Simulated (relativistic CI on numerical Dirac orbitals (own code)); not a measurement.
# Ag³⁺: L2,3 absorption multiplets

Aim: the L2,3 absorption spectrum of Ag³⁺ in 4 surroundings, from the same atomic integrals.

The numbers are computed with relativistic CI on numerical Dirac orbitals (own code) version 1 (Dirac-Coulomb-Breit CI, KLI orbitals optimised for each configuration, model QED (radiative potential, 1s self-energy scaled to tabulated hydrogen-like ionisation energies), multiplet model of core-to-valence dipole absorption in a parametric crystal field), except any that are marked as measured or tabulated.

### 1 What is computed

```
ion                                            : Ag³⁺ (Ag IV)
nuclear charge                                 : 47
electrons                                      : 44
configurations                                 : [Kr] 4d8 → [He] 2s2 2p5 3s2 3p6 3d10 4s2 4p6 4d9
magnetising field for the dichroism, Lz and Sz : exchange field 10 meV on Sz; these come from the lowest magnetised state alone (0 K)
temperature of the isotropic spectrum          : 80 K
widths                                         : Lorentz 0.96 eV, Gauss 0.5 eV
surrounding 1                                  : Oh, 10Dq = 36050 cm⁻¹
surrounding 2                                  : Oh, 10Dq = 43600 cm⁻¹
surrounding 3                                  : Oh, 10Dq = 51100 cm⁻¹
surrounding 4                                  : Oh, 10Dq = 58600 cm⁻¹
```

### 2 Surrounding 1: Oh, 10Dq = 36050

Settings of the run:

```ini
atom Ag  Z=47  charge=3  electrons=44
nucleus A=107  rms_radius_fm=4.5454
hamiltonian dirac-coulomb  breit=on  qed=on  c_scale=1
orbitals kli  potential=per-configuration
slater_scale 1
correlation none
mixing on
configurations
  [Kr] 4d8
  [He] 2s2 2p5 3s2 3p6 3d10 4s2 4p6 4d9
end
absorption L2,3 T=80 lorentz=0.96 gauss=0.5
crystal_field Oh 10Dq=36050
```

### 3 Surrounding 2: Oh, 10Dq = 43600

The settings differ from step 2 so:

```diff
@@ -12,2 +12,2 @@
 absorption L2,3 T=80 lorentz=0.96 gauss=0.5
-crystal_field Oh 10Dq=36050
+crystal_field Oh 10Dq=43600
```

### 4 Surrounding 3: Oh, 10Dq = 51100

The settings differ from step 3 so:

```diff
@@ -12,2 +12,2 @@
 absorption L2,3 T=80 lorentz=0.96 gauss=0.5
-crystal_field Oh 10Dq=43600
+crystal_field Oh 10Dq=51100
```

### 5 Surrounding 4: Oh, 10Dq = 58600

The settings differ from step 4 so:

```diff
@@ -12,2 +12,2 @@
 absorption L2,3 T=80 lorentz=0.96 gauss=0.5
-crystal_field Oh 10Dq=51100
+crystal_field Oh 10Dq=58600
```

(Steps that only read results are left out.)

Q: Predict the outcome of this session. Wanted: highest peak, first run; ground spin; share of the lower edge; core spin-orbit splitting.

As calculated:

| surrounding | ground S | Lz (0 K) | Sz (0 K) | centroid (eV) | share of the lower edge | up to four highest peaks (% of the highest), eV |
| --- | --- | --- | --- | --- | --- | --- |
| 1: Oh | 1.00 | -0.21 | -1.00 | 3400.94 | 0.731 | 3354.2 (100), 3527.5 (37) |
| 2: Oh | 1.00 | -0.17 | -1.00 | 3402.67 | 0.724 | 3354.8 (100), 3528.0 (38) |
| 3: Oh | 1.00 | -0.15 | -1.00 | 3404.08 | 0.719 | 3355.3 (100), 3528.6 (39) |
| 4: Oh | 1.00 | -0.13 | -1.00 | 3405.28 | 0.715 | 3355.9 (100), 3529.2 (39) |

```
                                 quantity           value
                  highest peak, first run       3354.2 eV
      ground spin (effective S from ⟨S²⟩)            1.00
                  share of the lower edge  0.715 to 0.731
core spin-orbit splitting (without Breit)       178.32 eV
```

**Reading.** The lower edge takes 0.73 of the intensity in surrounding 1, above the statistical 0.67. The position of the maximum differs by up to 1.7 eV between the surroundings, by shifts of peaks or by peaks exchanging rank. Edge positions are free-ion values and differ from those in solids by a few eV or more.
